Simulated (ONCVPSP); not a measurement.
# Al: the cost of one run

The numbers are computed with ONCVPSP 4.0.1.1 (patched build) (LDA (Perdew-Wang 92), scalar-relativistic, spin-unpolarised reference atom).

### 1 Starting point

Typed settings, in words:

```
element                 : aluminium (Al, Z = 13)
type                    : optimised norm-conserving Vanderbilt (ONCV)
frozen core             : [He]
valence charge          : 11
reference configuration : 2s2 2p6 3s2 3p1
partial waves           : 2s+3s: rc 1.05 bohr, ncon 4, nbas 7, qcut 15 1/bohr, 2 projectors; 2p+3p: rc 1.20 bohr, ncon 5, nbas 8, qcut 9.1 1/bohr, 2 projectors; d scattering state at 0.18 Ha: rc 0.90 bohr, ncon 4, nbas 7, qcut 10.1 1/bohr, 1 projector
local potential         : polynomial inside 0.80 bohr (lpopt 2, dvloc0 4 Ha)
core correction         : Teter function, fcfact 3, rcfact 1.55
```

The nodes and maxima of the atom's own shells, from an earlier all-electron run, set the scale for the radii.

All-electron outer shells of the reference configuration (LDA (PZ), scalar-relativistic, ld1.x):

```tsv
shell	level (eV)	outermost node (bohr)	outermost maximum (bohr)
1s	-1504.30	–	0.08
2s	-107.50	0.17	0.50
2p	-69.71	–	0.43
3s	-7.84	0.80	2.06
3p	-2.79	0.82	2.64
```

### 2 Generation

Al.dat

```
# ATOM AND REFERENCE CONFIGURATION
# atsym  z   nc   nv     iexc    psfile
  Al 13.00    1    4  -001012      upf
#
#   n    l    f
    1    0    2.00
    2    0    2.00
    2    1    6.00
    3    0    2.00
    3    1    1.00
#
# PSEUDOPOTENTIAL AND OPTIMIZATION
# lmax
    2
#
#   l,   rc,      ep,       ncon, nbas, qcut
    0    1.05    0.00    4    7   15.00
    1    1.20    0.00    5    8    9.10
    2    0.90    0.18    4    7   10.10
#
# LOCAL POTENTIAL
# lloc, lpopt,  rc(5),   dvloc0
    4    2    0.80    4.00
#
# VANDERBILT-KLEINMAN-BYLANDER PROJECTORs
# l, nproj, debl
    0    2    3.40
    1    2    2.10
    2    1    1.40
#
# MODEL CORE CHARGE
# icmod, fcfact, rcfact
    3    3.00    1.55
#
# LOG DERIVATIVE ANALYSIS
# epsh1, epsh2, depsh
   -5.00    5.00    0.04
#
# OUTPUT GRID
# rlmax, drl
    6.00    0.01
#
# TEST CONFIGURATIONS
# ncnf
    4
# nvcnf
#   n    l    f
    4
    2    0    2.00
    2    1    6.00
    3    0    2.00
    3    1    0.00
#
    4
    2    0    2.00
    2    1    6.00
    3    0    1.00
    3    1    0.00
#
    4
    2    0    2.00
    2    1    6.00
    3    0    0.00
    3    1    0.00
#
    4
    2    0    2.00
    2    1    6.00
    3    0    0.00
    3    1    3.00
#
```

The run is started by

```
$ oncvpsp.x < Al.dat > Al.out
```

**Question.** How long does this run take on 1 thread of Neoverse-N1, shared host?

About 4.1 s.
